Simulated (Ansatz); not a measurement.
**C₃H₇FSi: one species, many methods**

An exercise on one series of results from a longer session: the logs are not shown, and one member is left open.

The runs use Ansatz 0.2.0, Gaussian basis; functionals in def2-TZVPP, the program's frozen cores in correlated methods.

Levels to be run: LDA (SPW92), PBE-D4, revPBE-D4, BLYP-D4, r2SCAN-D4, B97M-V, PBE0-D4, B3LYP-D4, r2SCANh-D4, r2SCAN0-D4, HSE06-D4, BHLYP-D4, CAM-B3LYP-D4, LC-ωPBE, ωB97X-V, ωB97M-V, B2PLYP, PBE-QIDH; CCSD(T)/def2-SVP; CCSD(T)/def2-TZVPP; MP2/def2-QZVPP; extrapolation to the limit; RPA on PBE.

## Structure used throughout

All runs share one geometry, relaxed beforehand with PBE0-D4 in a triple-zeta def2 set.

12 atoms, charge 0, spin multiplicity 1.

Atoms are counted from 1 here; the program's logs count them from 0.

Bond lengths: C1–C2 1.488 Å, C1–H6 1.089 Å, C1–H7 1.094 Å, C1–H8 1.094 Å, C2–C3 1.328 Å, C2–H9 1.086 Å, C3–F4 1.360 Å, C3–Si5 1.870 Å, Si5–H10 1.484 Å, Si5–H11 1.486 Å, Si5–H12 1.486 Å. Angles: C2–C1–H6 111.6°, C2–C1–H7 110.6°, C2–C1–H8 110.6°, H6–C1–H7 108.5°, H6–C1–H8 108.5°, H7–C1–H8 106.8°, C1–C2–C3 125.9°, C1–C2–H9 118.1°, C3–C2–H9 116.0°, C2–C3–F4 119.2°, C2–C3–Si5 126.4°, F4–C3–Si5 114.3°, C3–Si5–H10 107.5°, C3–Si5–H11 110.3°, C3–Si5–H12 110.3°, H10–Si5–H11 110.1°, H10–Si5–H12 110.1°, H11–Si5–H12 108.5°.

The first run:

The input, in.yaml:

```yaml
crystal:
  periodic: [false, false, false]
  atoms:
    - {symbol: C, position_ang: [-1.908839, -0.394933, 0.775797]}
    - {symbol: C, position_ang: [-0.518528, 0.092989, 0.568216]}
    - {symbol: C, position_ang: [0.253238, -0.174510, -0.479118]}
    - {symbol: F, position_ang: [-0.230462, -0.962193, -1.476316]}
    - {symbol: Si, position_ang: [2.001034, 0.429765, -0.753196]}
    - {symbol: H, position_ang: [-2.239094, -1.026350, -0.047968]}
    - {symbol: H, position_ang: [-2.602622, 0.445945, 0.868775]}
    - {symbol: H, position_ang: [-1.981163, -0.968492, 1.704579]}
    - {symbol: H, position_ang: [-0.080016, 0.726814, 1.332752]}
    - {symbol: H, position_ang: [2.371934, 1.268567, 0.413990]}
    - {symbol: H, position_ang: [2.931694, -0.722139, -0.870871]}
    - {symbol: H, position_ang: [2.079824, 1.229440, -2.002638]}
basis:
  gaussian: {orbitals: def2-TZVPP}
hamiltonian: {xc: lda}
output: {orbitals: {seedname: orbitals}}
```

Steps of the session up to this table: LDA; PBE-D4 (GGA); revPBE-D4 (GGA); BLYP-D4 (GGA); r2SCAN-D4 (meta-GGA); B97M-V (meta-GGA); PBE0-D4 (hybrid); B3LYP-D4 (hybrid); r2SCANh-D4 (hybrid); r2SCAN0-D4 (hybrid); HSE06-D4 (hybrid); BHLYP-D4 (hybrid); CAM-B3LYP-D4 (range-separated); LC-ωPBE (range-separated); ωB97X-V (range-separated); ωB97M-V (range-separated); B2PLYP (double hybrid); PBE-QIDH (double hybrid).

One table of the session follows, with a row left open; its other results are not shown here.

It belongs to the step «Frontier levels by functional». 

```
  functional  HOMO (eV)  gap (eV)
 LDA (SPW92)      -6.31      5.04
      PBE-D4      -6.16      5.08
   revPBE-D4      -6.09      5.10
     BLYP-D4      -6.02      5.09
   r2SCAN-D4      -6.37      5.50
      B97M-V      -6.47      5.57
     PBE0-D4      -7.35      7.25
    B3LYP-D4      -7.13      6.82
  r2SCANh-D4      -6.82      6.30
  r2SCAN0-D4      -7.49      7.50
    HSE06-D4          ?         ?
    BHLYP-D4      -8.40      9.41
CAM-B3LYP-D4      -8.68      9.74
     LC-ωPBE     -10.03     12.21
     ωB97X-V      -9.66     11.78
     ωB97M-V      -9.56     11.55
```

Q: Estimate the row for HSE06-D4 from the others.

**Answer.** HOMO (eV): -6.95; gap (eV): 6.46. In the column «HOMO (eV)» it lies between B3LYP-D4 (-7.13) and r2SCANh-D4 (-6.82).
